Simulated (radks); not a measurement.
**Taking charge from the 3p level of Cu⁴⁺ in fractions**

An exercise on one series of results from a longer session: the logs are not shown, and one member is left open.

Program: radks (a radial shooting solver on a logarithmic mesh, Libxc functionals) version 1. Level of theory: Dirac Kohn-Sham, LDA (Slater exchange, Perdew-Wang correlation), spin-unpolarised, spherical densities, finite nucleus; open shells are shared between the two j in proportion to 2j + 1. These are calculated values, not measurements, unless marked.

## The atom as given

```
element            : copper (Z = 29)
charge             : +4
electrons          : 25
configuration      : [Ar] 3d7
nuclear rms radius : 3.8823 fm
```

The outer shells:

Cu⁴⁺
```
[Ar] core
3d [↑↓][↑↓][↑ ][↑ ][↑ ]
```

Set-up of the first run:

Input:

```text
Z 29
configuration [Ar] 3d7
relativity Dirac
functional lda,pw
spin unpolarised
j_filling average
nucleus finite rms 3.8823 fm
c 137.035999084
```

Steps of the session up to this table: Start: [Ar] 3d7.

One of the session's tables, all rows but one given; the rest of the session is left out.

From the orbitals of this run (lengths in bohr):

```
level     <r>  outermost maximum (interpolated)  90 % within  nodes
2s1/2  0.2354                             0.197        0.365      1
2p1/2  0.2044                             0.156        0.335      0
2p3/2  0.2077                             0.159        0.340      0
3s1/2  0.7004                             0.610         1.05      2
3p1/2  0.7203                             0.608         1.11      1
3p3/2       ?                                 ?            ?      ?
3d3/2  0.8025                             0.573         1.34      0
3d5/2  0.8061                             0.575         1.34      0
```

**Question.** Estimate the row for 3p3/2.

The run gave: <r>: 0.7297; outermost maximum (interpolated): 0.616; 90 % within: 1.12; nodes: 1. In the column «<r>» it lies between 3p1/2 (0.7203) and 3d3/2 (0.8025).
